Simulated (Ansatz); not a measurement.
BrClGeH₂, SMILES [Cl][GeH2][Br], an active-space calculation

Program: Ansatz 0.2.0 through its Python package.

Run as a notebook:

In [1]:
```python
import warnings

import ansatz
```

In [2]:
```python
warnings.simplefilter("ignore", ansatz.DeckWarning)
```

In [3]:
```python
geometry_ang = [
    ("Cl", (-1.7175, 0.4061, 1.0602)),
    ("Ge", (-0.0229, 0.0303, -0.1621)),
    ("Br", (1.6066, -0.91, 1.1574)),
    ("H", (-0.3248, -0.9452, -1.2964)),
    ("H", (0.5084, 1.3452, -0.8005)),
]
mol = ansatz.Crystal.molecule()
for symbol, xyz in geometry_ang:
    mol = mol.atom(symbol, xyz)
```

In [4]:
```python
setup = (
    mol.calculation()
    .basis(gaussian="def2-SVP")
    .correlation(active_electrons=2, active_orbitals=3)
)
for method in [None]:
    report = (setup if method is None else setup.correlation(method)).run().report
    space = report["configurations"]
    state = space["states"][0]
    print(method or "casscf", f"total {report['free_energy_ev'] / 27.211386246:.6f} Ha, active-space state {state['energy']['hartree']:.6f} Ha, mean field {report['reference_energy_ev'] / 27.211386246:.6f} Ha")
    print("  determinants", state["n_determinants"], " natural occupations", [round(n, 3) for n in space["natural_occupations"]])
```
```text
casscf total -5107.826567 Ha, active-space state -5107.826567 Ha, mean field -5107.807080 Ha
  determinants 9  natural occupations [1.973, 0.022, 0.005]
```

Notes:
- Total energies depend on the basis set; only differences at equal settings carry meaning.
- The geometry is a force-field or estimated start, not a minimum of this method, and the basis set is short of its limit. The active space starts as a window about the frontier orbitals and is then optimised, not chosen by chemistry.
- Run time: 20 s on 1 thread of Intel(R) Xeon(R) 6975P-C (Granite Rapids), on a shared host, peak memory 0.38 GiB.
